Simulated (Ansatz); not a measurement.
# SnF₂: how energies converge with the basis set

An exercise on one series of results from a longer session: the logs are not shown, and one member is left open.

The runs use Ansatz 0.2.0, Gaussian basis; one geometry, several basis sets.

The runs, in order: PBE0-D4/def2-SVP; ωB97M-V/def2-SVP; PBE0-D4/def2-QZVPP; ωB97M-V/def2-QZVPP; the functionals' def2-TZVPP values are taken from earlier runs.

### The geometry

The geometry comes from an earlier relaxation with PBE0-D4 in a triple-zeta def2 set; it is a stationary point. Sn takes the def2 core potential; no spin-orbit term is included.

SMILES `[F][Sn][F]`, 3 atoms, charge 0, spin multiplicity 1.

Atoms are counted from 1 here; the program's logs count them from 0.

Bond lengths: F1–Sn2 1.932 Å, Sn2–F3 1.932 Å. Angles: F1–Sn2–F3 95.7°.

Set-up of the first run:

File in.yaml:

```yaml
crystal:
  periodic: [false, false, false]
  atoms:
    - {symbol: F, position_ang: [-1.297404, 0.293424, -0.686320]}
    - {symbol: Sn, position_ang: [0.327844, 0.730874, 0.262122]}
    - {symbol: F, position_ang: [0.958560, -1.089099, 0.410998]}
basis:
  gaussian: {orbitals: def2-SVP}
hamiltonian: {xc: pbe0, dispersion: d4}
output: {orbitals: {seedname: orbitals}}
```

On the command line:

```console
$ ansatz run in.yaml --threads 4 --pin off --events-out ev --progress --plain --max-ram 10444MiB
```

Steps of the session up to this table: PBE0-D4 in def2-SVP; ωB97M-V in def2-SVP; PBE0-D4 in def2-QZVPP; ωB97M-V in def2-QZVPP.

One of the session's tables, all rows but one given; the rest of the session is left out.

It belongs to the step «Functionals by basis». 

| functional | basis | HOMO (eV) | LUMO (eV) |
| --- | --- | --- | --- |
| PBE0-D4 | def2-SVP | -8.48 | -2.61 |
| PBE0-D4 | def2-TZVPP | -8.72 | -2.77 |
| PBE0-D4 | def2-QZVPP | -8.76 | -2.81 |
| ωB97M-V | def2-SVP | -10.64 | -0.73 |
| ωB97M-V | def2-TZVPP | -10.91 | -0.98 |
| ωB97M-V | def2-QZVPP | ? | ? |

**Question.** Estimate the row for ωB97M-V, def2-QZVPP.

As computed: HOMO (eV): -10.96; LUMO (eV): -1.05. In the column «HOMO (eV)» it is the lowest.
